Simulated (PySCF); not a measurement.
# Lu(BH4)3(H2O): other functionals and bases at one geometry

An exercise on one series of results from a longer session: the logs are not shown, and one member is left open.

Program: PySCF 2.14.0. Level of theory: several levels, as the steps say, no spin–orbit coupling. These are calculated values, not measurements.

1 further run of the same task is left out (for a known fault of the program). Runs told in other sessions of the task aren't counted.

### The system as given

19 atoms, charge 0, spin multiplicity 1.

Bond lengths: Lu1–B2 2.405 Å, Lu1–H4 2.204 Å, Lu1–H5 2.255 Å, Lu1–H6 2.262 Å, Lu1–B7 2.401 Å, Lu1–H9 2.257 Å, Lu1–H10 2.248 Å, Lu1–H11 2.204 Å, Lu1–B12 2.396 Å, Lu1–H14 2.205 Å, Lu1–H15 2.242 Å, Lu1–H16 2.249 Å, Lu1–O17 2.325 Å, B2–H3 1.205 Å, B2–H4 1.259 Å, B2–H5 1.253 Å, B2–H6 1.248 Å, B7–H8 1.205 Å and more. Angles: B2–Lu1–H4 31.3°, B2–Lu1–H5 31.0°, B2–Lu1–H6 30.8°, B2–Lu1–B7 119.0°, B2–Lu1–H9 94.6°, B2–Lu1–H10 147.5°, B2–Lu1–H11 109.0°, B2–Lu1–B12 117.6°, B2–Lu1–H14 110.0°, B2–Lu1–H15 144.8°, B2–Lu1–H16 91.8°, B2–Lu1–O17 95.7°, H4–Lu1–H5 53.1°, H4–Lu1–H6 53.2°, H4–Lu1–B7 111.6°, H4–Lu1–H9 101.2°, H4–Lu1–H10 141.1°, H4–Lu1–H11 88.3° and more.

As a file:

```tsv
atom	x (Å)	y (Å)	z (Å)
Lu1	0.03539	-0.06029	0.09358
B2	1.21951	1.65523	1.29291
H3	1.84361	2.48496	1.90519
H4	1.63297	0.48646	1.51077
H5	1.30259	1.80413	0.05189
H6	0.00418	1.64706	1.57750
B7	-1.75626	-1.22374	1.18916
H8	-2.62798	-1.83680	1.75218
H9	-1.77969	0.00056	1.43390
H10	-1.80463	-1.34230	-0.05723
H11	-0.60592	-1.61679	1.51601
B12	1.24355	-1.28413	-1.57543
H13	1.86005	-1.92472	-2.38924
H14	1.40622	-1.71441	-0.40403
H15	0.00653	-1.30514	-1.77070
H16	1.57640	-0.07935	-1.54480
O17	-1.22315	1.39528	-1.21177
H18	-1.03511	2.33670	-1.31591
H19	-2.03652	1.19970	-1.69330
```

Formal oxidation states: Lu +3. Each metal's 14 4f electrons lie in its core potential, so multiplicities, spins and levels count the valence alone. An earlier session relaxed this geometry at PBE0, Lu lcecp-1-SVP with ECP60, B def2-SVP, H def2-SVP, O def2-SVP (singlet, point group C1).

At PBE0 on the finer grid: E = -197.943172 Eh, HOMO -8.93 eV, LUMO -1.18 eV, Mulliken charge on Lu1 +0.36 e, largest force component 0.016 eV/Å. 

Levels to run: HF; revPBE; PBE0, TZVP. Hardware: 4 threads of Arm Neoverse V1, shared host.

The first run:

The input, run.py (the lines that set the calculation):

```python
mol = gto.M(atom='''
Lu     0.03539    -0.06029     0.09358
B      1.21951     1.65523     1.29291
H      1.84361     2.48496     1.90519
H      1.63297     0.48646     1.51077
H      1.30259     1.80413     0.05189
H      0.00418     1.64706     1.57750
B     -1.75626    -1.22374     1.18916
H     -2.62798    -1.83680     1.75218
H     -1.77969     0.00056     1.43390
H     -1.80463    -1.34230    -0.05723
H     -0.60592    -1.61679     1.51601
B      1.24355    -1.28413    -1.57543
H      1.86005    -1.92472    -2.38924
H      1.40622    -1.71441    -0.40403
H      0.00653    -1.30514    -1.77070
H      1.57640    -0.07935    -1.54480
O     -1.22315     1.39528    -1.21177
H     -1.03511     2.33670    -1.31591
H     -2.03652     1.19970    -1.69330''',
    basis={'Lu': 'lcecp-1-SVP', 'B': 'def2-SVP', 'H': 'def2-SVP', 'O': 'def2-SVP'},
    ecp={'Lu': 'lcecp-1-SVP'},
    charge=0, spin=0)
mf = scf.RHF(mol)
mf = mf.density_fit()  # fitting sets: Lu AutoAux, B def2-universal-JKFIT, H def2-universal-JKFIT, O def2-universal-JKFIT
mf.conv_tol = 1e-08; mf.max_cycle = 55
mf.kernel(dm0)  # dm0: the density of the relaxed state
```

Command:

```bash
OMP_NUM_THREADS=4 python run.py
```

Steps of the session up to this table: HF; revPBE; PBE0, TZVP.

One of the session's tables, all rows but one given; the rest of the session is left out.

| level | HOMO (eV) | gap (eV) | charge on Lu1 (e) | dipole (D) | largest force component (eV/Å) |
| --- | --- | --- | --- | --- | --- |
| PBE0 (relaxed here) | -8.93 | 7.74 | 0.36 | 6.13 | 0.02 |
| HF | -12.18 | 13.69 | 1.19 | 6.38 | 0.86 |
| revPBE | ? | ? | ? | ? | ? |
| PBE0, TZVP | -8.95 | 7.50 | 0.86 | 6.01 | 0.22 |

Q: Estimate the row for revPBE from the others.

The run gave: HOMO (eV): -7.58; gap (eV): 5.65; charge on Lu1 (e): 0.03; dipole (D): 6.04; largest force component (eV/Å): 0.48. In the column «HOMO (eV)» it is the highest.

In one basis the HOMO–LUMO gap runs from 5.65 eV (revPBE) to 13.69 eV (HF). The largest leftover force, 0.86 eV/Å with HF, stands at a geometry relaxed at another level. With 4f in the core, its levels are missing from HOMO and gap, and its count is fixed, so no charge can pass from the ligands into it. Total energies of different levels can't be compared.
